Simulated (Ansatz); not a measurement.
# YCl: the cost of one run

Computed with Ansatz 0.2.0 (DFT PBEsol, scalar-relativistic, unless a step's input says otherwise).

**1. Starting point**

It takes space group R-3m (No. 166, trigonal). Conventional cell: a = 3.752 Å, b = 3.752 Å, c = 27.525 Å, α = 90.00°, β = 90.00°, γ = 120.00°. Y (site symmetry 3m) is surrounded by 3 Cl at 2.75 Å. Around Cl (site symmetry 3m) lie 3 Y at 2.75 Å.

As a file:

```
CELL_PARAMETERS angstrom
1.87615 1.08320 9.17500
-1.87615 1.08320 9.17500
0.00000 -2.16639 9.17500
ATOMIC_POSITIONS crystal
Y 0.21683 0.21683 0.21683
Y 0.78317 0.78317 0.78317
Cl 0.38830 0.38830 0.38830
Cl 0.61170 0.61170 0.61170
```

Atoms are numbered in the order of the input: Y1, Y2, Cl3, Cl4.

**2. Volume × 0.96, LAPW**

Contents of input.yaml:

```yaml
crystal:
  lattice:
    - [1.8507941279, 1.0685564879, 9.0509983128]
    - [-1.8507941279, 1.0685564879, 9.0509983128]
    - [0.0, -2.1371129758, 9.0509983128]
  atoms:
    - { symbol: "Y", position: [0.21683, 0.21683, 0.21683] }
    - { symbol: "Y", position: [0.78317, 0.78317, 0.78317] }
    - { symbol: Cl, position: [0.3883, 0.3883, 0.3883] }
    - { symbol: Cl, position: [0.6117, 0.6117, 0.6117] }
kpoints:
  mp_grid: { grid: [8, 8, 8] }
  band_path:
    path:
      - [0.0, 0.0, 0.0]
      - [0.5, 0.5, 0.5]
      - [0.8240413003, 0.1759586997, 0.5]
      - [0.5, -0.1759586997, 0.1759586997]
      - [0.5, 0.0, 0.0]
      - [0.0, 0.0, 0.0]
      - [0.3379793498, -0.3379793498, 0.0]
      - [0.6620206502, 0.0, 0.3379793498]
      - [0.5, 0.0, 0.5]
    npoints: 5
scf:
  occupations: { method: fermi_dirac, width: 0.02 }
hamiltonian:
  xc: pbesol
  pseudopotentials: { kind: all_electron, lapw: { basis_error: 0.001 } }
output:
  forces: true
  stress: true
  eigenvalues: true
```

Started as:

```console
> ansatz run input.yaml --threads 1 --pin off --max-ram 4096MiB --backend cpu --events-out ev --progress --plain --runs-dir out
```

**Question.** How long does this run take on 1 thread of Intel Xeon 6975P-C (Granite Rapids), shared host, and how much memory does it need?

About 42 s, with a peak of 0.63 GiB.
